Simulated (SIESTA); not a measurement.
NiMoIrPdW:

```
Ni Mo Pd Ir W
1.0
     4.11705    0.00000    0.00000
    -2.05853    3.56547    0.00000
     0.00000    0.00000    5.44580
Ni Mo Pd Ir W
1 1 1 1 1
Direct
  0.00000 0.00000 0.95775
  0.66667 0.33333 0.96161
  0.66667 0.33333 0.46295
  0.33333 0.66667 0.72572
  0.33333 0.66667 0.23642
```

The cell was built by a generator and needn't be a form met in nature.

```yaml
Program: SIESTA 5.4.2
Task: relaxation of cell and atoms
Functional: LDA
Potentials_or_basis: PseudoDojo 0.4 standard (LDA files)
Basis: DZP (energy shift 0.003 Ry; two zetas on semicore shells)
Grid_cutoff: 800 Ry
Energy_shift: 0.003 Ry
k_mesh: 6 × 6 × 4
Occupations: fermi-dirac, width 0.05 eV
Spin: collinear spin, ferromagnetic start
Starting_moments: "[1.0, 1.0, 0.0, 0.6, 0.0] μB"
```

At the start: pressure -10.4 GPa; volume 15.99 Å³/atom.

Where does the relaxation end?

Over 10 steps the energy falls by 25.2 meV/atom and the volume is 15.29 Å³/atom (-4.3 %); space group P3m1 (No. 156, to 0.05 Å); moment 0.00 μB per cell.

Step by step:
```csv
step,energy change (eV),largest force (eV/Å),pressure (GPa),volume (Å³)
1,0.0000,0.1834,-10.45,79.94
2,-0.1151,0.1938,-2.34,77.23
3,0.0273,0.5284,14.10,73.03
4,-0.1207,0.2432,-0.11,76.58
5,-0.0213,1.6365,1.50,76.03
6,-0.1248,0.0770,-0.02,76.50
7,-0.1258,0.0852,0.02,76.46
8,-0.1259,0.0624,0.02,76.47
9,-0.1250,0.1034,0.03,76.46
10,-0.1259,0.0123,0.01,76.47
```

Final structure:
```cif
data_structure
_symmetry_space_group_name_H-M 'P 1'
_symmetry_Int_Tables_number 1
_cell_length_a 4.0461
_cell_length_b 4.0461
_cell_length_c 5.3935
_cell_angle_alpha 90.000
_cell_angle_beta 90.000
_cell_angle_gamma 120.000
_cell_volume 76.47
loop_
_atom_site_label
_atom_site_type_symbol
_atom_site_fract_x
_atom_site_fract_y
_atom_site_fract_z
_atom_site_occupancy
Ni1 Ni 0.99999 0.00001 0.95457 1
Mo1 Mo 0.66669 0.33331 0.96484 1
Pd1 Pd 0.66667 0.33333 0.46603 1
Ir1 Ir 0.33333 0.66667 0.72315 1
W1 W 0.33333 0.66667 0.23565 1
```

Caveat: short orbitals over semicore shells can move pressures by several GPa; the basis of atomic orbitals isn't converged, which shifts pressures, moduli and gaps.
